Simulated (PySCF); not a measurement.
# AgCaH2N (Ag ... Ca ... H2N): the cost of one run

Computed with PySCF 2.14.0 and routines of our own; the level stands in each step. Atoms count from 0.

## (1) The starting structure

5 atoms, charge 0, high-spin multiplicity 3; geometry from: GFN2-xTB fragments, placed rigidly.

The system (radical pair across a spacer): Ag···Ca···H2N. The radical centres are 7.21 Å apart, tilted by 45 degrees; the spin sites are atom 0 (1 unpaired) and atoms 1, 2, 3 (1 unpaired).

## (2) Magnetic exchange: CASSCF and SC-NEVPT2/def2-TZVP (2,2)

What the job is given:

```
{"job": {"kind": "cas", "basis": "def2-TZVP", "active": "magnetic", "zfs": true}, "charge": 0, "high_spin_multiplicity": 3, "spin_sites": [[[0], 1], [[1, 2, 3], 1]]}
Ag    -0.000000     0.233100    -5.143500
N     -0.000000     0.233100     2.070100
H      0.587000    -0.349700     1.483100
H     -0.586900    -0.349700     2.657000
Ca    -0.000000     0.233100    -1.066800
```

Method: CASSCF and SC-NEVPT2/def2-TZVP spin states, gas phase.

On the command line:

```sh
$ OMP_NUM_THREADS=1 python exch_run.py task.json out
```

The driver reads the jobs from task.json and runs them one after another.

**Question.** How long does this first job take on 1 thread of Arm Neoverse N1, shared host?

About 10 s.
